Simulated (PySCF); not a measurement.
# SiCl₃+: a look at the electrons

For SiCl₃+, the scripts below see where an electron leaves and enters, measure its response to a uniform field, compute its lowest excited states and analyse its density (charges, bond critical points, surface potential).

The runs use PySCF 2.14.0; levels as typed in each script, gas phase, geometry from GFN2-xTB.

1 further run of the same task is left out (it didn't finish).

**1. The system as given**

SMILES `Cl[Si+](Cl)Cl`, 4 atoms, charge 1, spin multiplicity 1.

Bond lengths: Cl1–Si2 1.939 Å, Si2–Cl3 1.940 Å, Si2–Cl4 1.939 Å. Angles: Cl1–Si2–Cl3 120.0°, Cl1–Si2–Cl4 120.0°, Cl3–Si2–Cl4 120.0°.

Coordinates:

```xyz
4
charge 1, multiplicity 1
Cl   -0.3925    1.8994    0.0000
Si    0.0001    0.0000    0.0000
Cl   -1.4486   -1.2896    0.0000
Cl    1.8411   -0.6098    0.0000
```

**2. Removing and adding an electron (HF/6-311+g**)**

File input.py:

```python
import numpy as np
from pyscf import gto, scf, dft
from pyscf.scf import atom_ks, atom_hf
from scipy.linalg import block_diag

def solve(mol, dm0=None, hcore=None):
    mf = scf.UHF(mol) if mol.spin else scf.RHF(mol)
    mf = mf.density_fit(auxbasis='def2-universal-jkfit')
    mf.conv_tol, mf.max_cycle = 1e-8, 80
    if hcore is not None:
        mf.get_hcore = lambda *args: hcore
    mf.kernel(dm0)
    if not mf.converged:
        mf = mf.newton().run(mf.mo_coeff, mf.mo_occ, max_cycle=30)
    assert mf.converged, 'SCF not converged'
    return mf

mol = gto.M(atom='''
Cl    -0.39252     1.89935     0.00000
Si     0.00006     0.00000     0.00000
Cl    -1.44865    -1.28959     0.00000
Cl     1.84112    -0.60976     0.00000
''', basis='6-311+g**', charge=1, spin=0, verbose=4)
mf = solve(mol)
out = dict(e0=mf.e_tot, dm0=mf.make_rdm1(), c=mf.mo_coeff, occ=mf.mo_occ, eps=mf.mo_energy)
for name, dq, spin in [('cation', 1, 1), ('anion', -1, 1)]:
    ion = mol.copy().set(charge=mol.charge + dq, spin=spin).build()
    mi = solve(ion)
    if spin and dq > 0 and mol.nao < 130:
        c, _, stable, _ = mi.stability(return_status=True)
        if not stable:
            mi = solve(ion, mi.make_rdm1(c, mi.mo_occ))
    print(name, 'vertical energy change / eV', (mi.e_tot - mf.e_tot) * 27.211386)
    out.update({'e_' + name: mi.e_tot, 'dm_' + name: mi.make_rdm1(), 's2_' + name: mi.spin_square()[0], 'eps_' + name: mi.mo_energy, 'occ_' + name: mi.mo_occ})
# spherically averaged free atoms, for the promolecule
atm = scf.atom_hf.get_atm_nrhf(mol)
pro = block_diag(*[(atm[a[0]][2] * atm[a[0]][3]) @ atm[a[0]][2].T for a in mol._atom])
np.savez('result.npz', pro=pro, **out)
```

Run with:

```console
$ OMP_NUM_THREADS=1 python input.py
```

**4. Response to an electric field (PBE0/def2-svpd)**

File input.py:

```python
import numpy as np
from pyscf import gto, scf, dft
from pyscf.scf import atom_ks, atom_hf
from scipy.linalg import block_diag

def solve(mol, dm0=None, hcore=None):
    mf = (dft.UKS if mol.spin else dft.RKS)(mol, xc='pbe0')
    mf.grids.level = 3
    mf = mf.density_fit(auxbasis='def2-universal-jkfit')
    mf.conv_tol, mf.max_cycle = 1e-8, 80
    if hcore is not None:
        mf.get_hcore = lambda *args: hcore
    mf.kernel(dm0)
    if not mf.converged:
        mf = mf.newton().run(mf.mo_coeff, mf.mo_occ, max_cycle=30)
    assert mf.converged, 'SCF not converged'
    return mf

mol = gto.M(atom='''
Cl    -0.39252     1.89935     0.00000
Si     0.00006     0.00000     0.00000
Cl    -1.44865    -1.28959     0.00000
Cl     1.84112    -0.60976     0.00000
''', basis='def2-svpd', charge=1, spin=0, verbose=4)
field = np.array([-0.004, -0.0, -0.0])  # atomic units
mol.set_common_orig(mol.atom_charges() @ mol.atom_coords() / mol.atom_charges().sum())
mf = solve(mol)
out = dict(dm0=mf.make_rdm1(), d0=mf.dip_moment(unit='AU'), e0=mf.e_tot)
for name, sign in (('p', 1), ('m', -1)):
    h = mf.get_hcore() + sign * np.einsum('x,xij->ij', field, mol.intor('int1e_r'))
    mi = solve(mol, mf.make_rdm1(), h)
    out.update({'dm' + name: mi.make_rdm1(), 'd' + name: mi.dip_moment(unit='AU'), 'e' + name: mi.e_tot})
# spherically averaged free atoms, for the promolecule
atm = atom_ks.get_atm_nrks(mol, xc='pbe0')
pro = block_diag(*[(atm[a[0]][2] * atm[a[0]][3]) @ atm[a[0]][2].T for a in mol._atom])
np.savez('result.npz', pro=pro, **out)
```

**6. Excited states (M06-2X/def2-svpd)**

File input.py:

```python
import numpy as np
from pyscf import gto, scf, dft, tdscf
from pyscf.scf import atom_ks, atom_hf
from scipy.linalg import block_diag

def solve(mol, dm0=None, hcore=None):
    mf = (dft.UKS if mol.spin else dft.RKS)(mol, xc='m062x')
    mf.grids.level = 3
    mf = mf.density_fit(auxbasis='def2-universal-jkfit')
    mf.conv_tol, mf.max_cycle = 1e-8, 80
    if hcore is not None:
        mf.get_hcore = lambda *args: hcore
    mf.kernel(dm0)
    if not mf.converged:
        mf = mf.newton().run(mf.mo_coeff, mf.mo_occ, max_cycle=30)
    assert mf.converged, 'SCF not converged'
    return mf

mol = gto.M(atom='''
Cl    -0.39252     1.89935     0.00000
Si     0.00006     0.00000     0.00000
Cl    -1.44865    -1.28959     0.00000
Cl     1.84112    -0.60976     0.00000
''', basis='def2-svpd', charge=1, spin=0, verbose=4)
mf = solve(mol)
td = mf.TDA()
td.nstates, td.singlet, td.conv_tol = 4, True, 1e-5
td.kernel()
td.analyze()
x, y = np.array([p[0] for p in td.xy]), np.array([p[1] + 0 * p[0] for p in td.xy])
f, mu = td.oscillator_strength(), td.transition_dipole()
nto = [td.get_nto(state=i + 1, verbose=4) for i in range(len(td.e))]
# spherically averaged free atoms, for the promolecule
atm = atom_ks.get_atm_nrks(mol, xc='m062x')
pro = block_diag(*[(atm[a[0]][2] * atm[a[0]][3]) @ atm[a[0]][2].T for a in mol._atom])
np.savez('result.npz', e=td.e, f=f, ok=td.converged, w=[n[0] for n in nto], nto=[n[1] for n in nto], x=x, y=y, c=mf.mo_coeff, occ=mf.mo_occ, eps=mf.mo_energy, pro=pro, mu=mu)
```

**8. Density, bond paths and surface potential (BP86/6-31g*)**

File input.py:

```python
import numpy as np
from pyscf import gto, scf, dft
from pyscf.scf import atom_ks, atom_hf
from scipy.linalg import block_diag

def solve(mol, dm0=None, hcore=None):
    mf = (dft.UKS if mol.spin else dft.RKS)(mol, xc='bp86')
    mf.grids.level = 3
    mf = mf.density_fit(auxbasis='def2-universal-jkfit')
    mf.conv_tol, mf.max_cycle = 1e-8, 80
    if hcore is not None:
        mf.get_hcore = lambda *args: hcore
    mf.kernel(dm0)
    if not mf.converged:
        mf = mf.newton().run(mf.mo_coeff, mf.mo_occ, max_cycle=30)
    assert mf.converged, 'SCF not converged'
    return mf

mol = gto.M(atom='''
Cl    -0.39252     1.89935     0.00000
Si     0.00006     0.00000     0.00000
Cl    -1.44865    -1.28959     0.00000
Cl     1.84112    -0.60976     0.00000
''', basis='6-31g*', charge=1, spin=0, verbose=4)
mf = solve(mol)
mf.analyze()
# spherically averaged free atoms, for the promolecule
atm = atom_ks.get_atm_nrks(mol, xc='bp86')
pro = block_diag(*[(atm[a[0]][2] * atm[a[0]][3]) @ atm[a[0]][2].T for a in mol._atom])
np.savez('result.npz', e=mf.e_tot, c=mf.mo_coeff, occ=mf.mo_occ, eps=mf.mo_energy, pro=pro, dip=mf.dip_moment(verbose=0), s2=mf.spin_square()[0])
```

(Steps that only read results are left out.)

Q: Predict the outcome of this session. Wanted: vertical electron affinity; polarisability along the field; lowest singlet excitation; dipole moment; HOMO, LUMO.

As calculated:

| quantity | value |
| --- | --- |
| vertical electron affinity (HF/6-311+g**) | 4.93 eV |
| polarisability along the field (PBE0/def2-svpd) | 63.1 bohr³ |
| lowest singlet excitation (M06-2X/def2-svpd) | 5.88 eV |
| dipole moment (BP86/6-31g*) | 0.00 D |
| HOMO, LUMO (BP86/6-31g*) | -14.23, -9.38 eV |

At BP86/6-31g*: The highest Hirshfeld charge is on Si2 (+0.56 e), the lowest on Cl1, Cl3 and Cl4 (+0.15 e). All values hold at the given geometry, in the gas phase.
